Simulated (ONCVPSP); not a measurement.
# Ni: the cost of one run

The numbers are computed with ONCVPSP 4.0.1.1 (patched build) (LDA (Perdew-Wang 92), scalar-relativistic, spin-unpolarised reference atom).

**1. Settings**

The settings as typed:

* element: nickel (Ni, Z = 28)
* type: optimised norm-conserving Vanderbilt (ONCV)
* frozen core: [Ar]
* valence charge: 10
* reference configuration: 3d8.5 4s1.5
* partial waves: 4s: rc 2.10 bohr, ncon 4, nbas 8, qcut 3.2 1/bohr, 2 projectors, debl 1.5 Ha; p scattering state at 0.35 Ha: rc 1.80 bohr, ncon 5, nbas 10, qcut 3.9 1/bohr, 2 projectors, debl 3.4 Ha; 3d: rc 1.30 bohr, ncon 4, nbas 8, qcut 9.8 1/bohr, 2 projectors, debl 1.9 Ha
* local potential: polynomial inside 0.90 bohr (lpopt 4, dvloc0 3 Ha)
* core correction: Teter function fitted to the true core (icmod 2), fcfact 0.65

**2. Generating the potential**

Ni.dat

```
# ATOM AND REFERENCE CONFIGURATION
# atsym  z   nc   nv     iexc    psfile
  Ni 28.00    5    2  -001012      upf
#
#   n    l    f
    1    0    2.00
    2    0    2.00
    2    1    6.00
    3    0    2.00
    3    1    6.00
    3    2    8.50
    4    0    1.50
#
# PSEUDOPOTENTIAL AND OPTIMIZATION
# lmax
    2
#
#   l,   rc,      ep,       ncon, nbas, qcut
    0    2.10    0.00    4    8    3.20
    1    1.80    0.35    5   10    3.90
    2    1.30    0.00    4    8    9.80
#
# LOCAL POTENTIAL
# lloc, lpopt,  rc(5),   dvloc0
    4    4    0.90    3.00
#
# VANDERBILT-KLEINMAN-BYLANDER PROJECTORs
# l, nproj, debl
    0    2    1.50
    1    2    3.40
    2    2    1.90
#
# MODEL CORE CHARGE
# icmod, fcfact, rcfact
    2    0.65    0.75
#
# LOG DERIVATIVE ANALYSIS
# epsh1, epsh2, depsh
   -2.00    5.00    0.02
#
# OUTPUT GRID
# rlmax, drl
    6.00    0.01
#
# TEST CONFIGURATIONS
# ncnf
    4
# nvcnf
#   n    l    f
    2
    3    2    8.00
    4    0    2.00
#
    2
    3    2    8.00
    4    0    1.00
#
    2
    3    2    8.00
    4    0    0.00
#
    3
    3    2    8.00
    4    0    0.00
    4    1    1.00
#
```

Launch:

```console
$ oncvpsp.x < Ni.dat > Ni.out
```

**Question.** How long does this run take on 1 thread of Neoverse-N1, shared host?

About 5.6 s.
